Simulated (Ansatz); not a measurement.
KZr2:

```
K Zr
1.0
     0.00000    3.57912    3.57912
     3.57912    0.00000    3.57912
     3.57912    3.57912    0.00000
K Zr
1 2
Cartesian
  0.0000 0.0000 0.0000
  1.7896 1.7896 1.7896
  5.3687 5.3687 5.3687
```

The cell was built by a generator and needn't be a form met in nature.

Base run:

| Item | Value |
| --- | --- |
| Program | Ansatz 0.2.0 |
| Functional | LDA |
| Potentials or basis | Ansatz PAW |
| Cutoff | 420 eV (not typed: the program's choice for these potentials) |
| k mesh | 7 × 7 × 7 |
| Occupations | fermi-dirac, width 0.05 eV |
| Spin | no spin polarisation |

Its results: band gap on the k mesh none (metal or under the smearing width); pressure -3.7 GPa.

**Question.** The run is repeated on the same cell with these changes: functional from LDA to RPBE. What comes out?

**Answer.** Band gap on the k mesh none (metal or under the smearing width); pressure 1.5 GPa.

RPBE binds less tightly than LDA, so the same cell stands under more pressure.

Caveats: the PAW data sets come from PBE, with cores solved anew for the run's functional, which leaves a small shift of forces and pressure.
